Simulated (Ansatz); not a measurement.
# HfB3Ir: the cost of one run

Computed with Ansatz 0.2.0 (DFT PBE, scalar-relativistic, plane waves, PAW, unless a step's input says otherwise).

### 1 The structure to begin with

The structure is cubic, space group Pm-3m (No. 221). Conventional cell: a = 3.687 Å, b = 3.687 Å, c = 3.687 Å, α = 90.00°, β = 90.00°, γ = 90.00°. Hf (site symmetry m-3m) has 12 B at 2.61 Å as nearest neighbours. B (site symmetry 4/mmm) is surrounded by 2 Ir at 1.84 Å and 4 Hf at 2.61 Å. Ir (site symmetry m-3m) is surrounded by 6 B at 1.84 Å.

Coordinates:

```xyz
5
Lattice="3.6869 0.0000 0.0000 0.0000 3.6869 0.0000 0.0000 0.0000 3.6869" Properties=species:S:1:pos:R:3 pbc="T T T"
Hf    0.0000    0.0000    0.0000
B     0.0000    1.8435    1.8435
B     1.8435    1.8435    0.0000
B     1.8435    0.0000    1.8435
Ir    1.8435    1.8435    1.8435
```

Recipe of the guess: species swapped into a database cell of Mn3ZnC (Pm-3m, No. 221), with B on the Mn sites, Hf on the Zn sites and Ir on the C sites. Its size is a rough estimate.

### 2 The guess as it stands, on a coarse mesh

input.yaml

```yaml
crystal:
  lattice:
    - [3.68692033, 0.0, 0.0]
    - [0.0, 3.68692033, 0.0]
    - [0.0, 0.0, 3.68692033]
  atoms:
    - { symbol: Hf, position: [0.0, 0.0, 0.0] }
    - { symbol: B, position: [0.0, 0.5, 0.5] }
    - { symbol: B, position: [0.5, 0.5, 0.0] }
    - { symbol: B, position: [0.5, 0.0, 0.5] }
    - { symbol: Ir, position: [0.5, 0.5, 0.5] }
basis:
  ecutwfc: 420
kpoints:
  mp_grid: { grid: [6, 6, 6] }
hamiltonian:
  xc: pbe
scf:
  occupations: { method: gaussian, width: 0.1 }
  lower_state_search: "off"
output:
  forces: true
  stress: true
  eigenvalues: true
```

The run is started by

```
$ ansatz run input.yaml --threads 1 --pin off --max-ram 2048MiB --backend cpu --events-out ev --progress --plain --runs-dir out
```

**Question.** How long does this run take on 1 thread of Intel Xeon 6975P-C (Granite Rapids), shared host, and how much memory does it need?

About 1.3 s, with a peak of 0.37 GiB.
